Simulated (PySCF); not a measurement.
# Changing the system itself: SeF⁺ (triplet)

One physical setting of the base script is moved in each run, with the edits that it forces.

Method: each script names its method and basis; program: PySCF 2.14.0.

3 further runs of the same task are left out: 3 that didn't finish.

## Step 1: Starting geometry

SeF⁺ (triplet): 2 atoms, charge 1, spin multiplicity 3.

Bond lengths: Se1–F2 1.830 Å.

## Step 2: The run that the others are compared with

Contents of input.py:

```python
from pyscf import gto, dft
from pyscf.prop.polarizability import uhf as pol

mol = gto.M(
    atom='Se 0 0 0; F 0 0 1.83',
    basis='pcseg-1',
    charge=1,
    spin=2,
    symmetry=True,
    verbose=4,
)
mf = dft.UKS(mol, xc='o3lyp')
mf.kernel()
print('polarizability (a.u.)')
print(pol.Polarizability(mf).polarizability().round(4))
mf.dip_moment()
print('orbital energies (hartree):', [e[max(0, n-3):n+3].round(4) for e, n in zip(mf.mo_energy, mol.nelec)])
```

Run with:

```
> OMP_NUM_THREADS=1 python input.py
```

Its log is not repeated here.

It gives: E(SCF) = -2501.159584 Eh, 11 cycles, ⟨S²⟩ = 2.004, α(xx, yy, zz) = 12.7, 12.7, 24.6 bohr³.

The bond length is a typed value, not an optimised one. The dipole of an ion depends on the origin. The triplet is typed in the script; nothing here shows that it is the ground state.

## Step 3: Quintet

Edit 1 changes spin (2S): 2 → 4.

Contents of input.py:

```python
from pyscf import gto, dft
from pyscf.prop.polarizability import uhf as pol

mol = gto.M(
    atom='Se 0 0 0; F 0 0 1.83',
    basis='pcseg-1',
    charge=1,
    spin=4,
    symmetry=True,
    verbose=4,
)
mf = dft.UKS(mol, xc='o3lyp')
mf.kernel()
print('polarizability (a.u.)')
print(pol.Polarizability(mf).polarizability().round(4))
mf.dip_moment()
print('orbital energies (hartree):', [e[max(0, n-3):n+3].round(4) for e, n in zip(mf.mo_energy, mol.nelec)])
```

Run with:

```
> OMP_NUM_THREADS=1 python input.py
```

## Step 4: Electric field -0.01 a.u.

Edit 2 changes electric field: none → -0.01 a.u.; point-group symmetry: on → off.

input.py: that of step 2 with these lines changed.

```diff
@@ -8,3 +8,2 @@
     spin=2,
-    symmetry=True,
     verbose=4,
@@ -12,2 +11,7 @@
 mf = dft.UKS(mol, xc='o3lyp')
+field = -0.01  # electric field along z, atomic units
+h = mf.get_hcore() + field*mol.intor('int1e_r')[2]
+mf.get_hcore = lambda *args: h
+e_nuc = mol.energy_nuc() - field*mol.atom_charges() @ mol.atom_coords()[:, 2]
+mf.energy_nuc = lambda *args: e_nuc
 mf.kernel()
```

## Step 5: Charge +2 (quartet)

Edit 3 changes charge: 1 → 2; spin (2S): 2 → 3.

input.py: that of step 2 with these lines changed.

```diff
@@ -6,4 +6,4 @@
     basis='pcseg-1',
-    charge=1,
-    spin=2,
+    charge=2,
+    spin=3,
     symmetry=True,
```

## Step 6: Lengths in bohr

Edit 4 changes length unit: angstrom → bohr; bond length: 1.83 Å → 1.83 bohr.

input.py: that of step 2 with these lines changed.

```diff
@@ -8,2 +8,3 @@
     spin=2,
+    unit='bohr',
     symmetry=True,
```

## Step 7: Bond 1.464 Å

Edit 5 changes bond length: 1.83 Å → 1.464 Å.

input.py: that of step 2 with these lines changed.

```diff
@@ -4,3 +4,3 @@
 mol = gto.M(
-    atom='Se 0 0 0; F 0 0 1.83',
+    atom='Se 0 0 0; F 0 0 1.464',
     basis='pcseg-1',
```

**Question.** What will these runs give? Wanted: for each run, E(SCF); from base; gap, α spin.

**Answer**, as computed:

```
                          run  E(SCF) (hartree)  from base (eV)  cycles  gap, α spin (eV)
                         base      -2501.159584               0      11              4.73
                      quintet      -2500.938097         +6.0270      10             13.40
    electric field -0.01 a.u.      -2501.163905  not comparable      10              4.77
          charge +2 (quartet)      -2500.279421        +23.9505      11              3.89
lengths in bohr (poor choice)      -2499.261191  not comparable       8              7.67
                 bond 1.464 Å      -2501.102929         +1.5417       9              6.98
```

**Reading.** Of the runs whose energies can be compared, “quintet” moves the SCF energy most (+6.027 eV). The quintet solution found lies 6.03 eV above the base triplet at this geometry and level. At the SCF level, going to the quartet with one electron fewer costs 23.95 eV at fixed geometry, which need not be the lowest ionisation. With bond 1.464 Å the frontier gap moves by over 1.5 eV, which can mean another electronic state rather than the bond length alone. Rows marked «poor choice» come from settings spoiled on purpose.
